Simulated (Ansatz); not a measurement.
**C2ClF5: small, medium and large basis sets**

An exercise on one series of results from a longer session: the logs are not shown, and one member is left open.

Method: one geometry, several basis sets; program: Ansatz 0.2.0, Gaussian basis.

The runs, in order: PBE0-D4/def2-SVP; ωB97M-V/def2-SVP; PBE0-D4/def2-QZVPP; ωB97M-V/def2-QZVPP; the functionals' def2-TZVPP values are taken from earlier runs.

2 further runs of the same task are left out: 2 that didn't finish.

## The geometry

An earlier PBE0-D4 in a triple-zeta def2 set relaxation fixed the geometry.

SMILES `FC(F)(F)C(F)(F)Cl`, 8 atoms, charge 0, spin multiplicity 1.

Atoms are counted from 1 here; the program's logs count them from 0.

Bond lengths: F1–C2 1.324 Å, C2–F3 1.324 Å, C2–F4 1.327 Å, C2–C5 1.552 Å, C5–F6 1.331 Å, C5–F7 1.331 Å, C5–Cl8 1.753 Å. Angles: F1–C2–F3 109.3°, F1–C2–F4 108.9°, F1–C2–C5 110.4°, F3–C2–F4 108.9°, F3–C2–C5 110.4°, F4–C2–C5 109.0°, C2–C5–F6 108.5°, C2–C5–F7 108.5°, C2–C5–Cl8 111.1°, F6–C5–F7 108.5°, F6–C5–Cl8 110.0°, F7–C5–Cl8 110.1°.

Set-up of the first run:

Input file in.yaml:

```yaml
crystal:
  periodic: [false, false, false]
  atoms:
    - {symbol: F, position_ang: [0.477356, -1.643477, -0.368635]}
    - {symbol: C, position_ang: [-0.000425, -0.442779, -0.656707]}
    - {symbol: F, position_ang: [-1.243259, -0.560469, -1.097675]}
    - {symbol: F, position_ang: [0.744815, 0.097677, -1.612672]}
    - {symbol: C, position_ang: [0.044767, 0.472221, 0.595763]}
    - {symbol: F, position_ang: [-0.410270, 1.675948, 0.257136]}
    - {symbol: F, position_ang: [1.311155, 0.593300, 0.985996]}
    - {symbol: Cl, position_ang: [-0.924130, -0.192430, 1.896813]}
basis:
  gaussian: {orbitals: def2-SVP}
hamiltonian: {xc: pbe0, dispersion: d4}
output: {orbitals: {seedname: orbitals}}
```

On the command line:

```
$ ansatz run in.yaml --threads 2 --pin off --events-out ev --progress --plain --max-ram 32768MiB --backend cpu
```

Steps of the session up to this table: PBE0-D4 in def2-SVP; ωB97M-V in def2-SVP; PBE0-D4 in def2-QZVPP; ωB97M-V in def2-QZVPP.

One table of the session follows, with a row left open; its other results are not shown here.

It belongs to the step «Functionals by basis». 

```
functional       basis  HOMO (eV)  LUMO (eV)
   PBE0-D4    def2-SVP      -9.99       0.57
   PBE0-D4  def2-TZVPP          ?          ?
   PBE0-D4  def2-QZVPP     -10.15      -0.28
   ωB97M-V    def2-SVP     -12.27       3.02
   ωB97M-V  def2-TZVPP     -12.45       2.23
   ωB97M-V  def2-QZVPP     -12.49       1.87
```

Q: Estimate the row for PBE0-D4, def2-TZVPP from the others.

**Answer.** HOMO (eV): -10.11; LUMO (eV): -0.08. In the column «HOMO (eV)» it lies between PBE0-D4, def2-QZVPP (-10.15) and PBE0-D4, def2-SVP (-9.99).
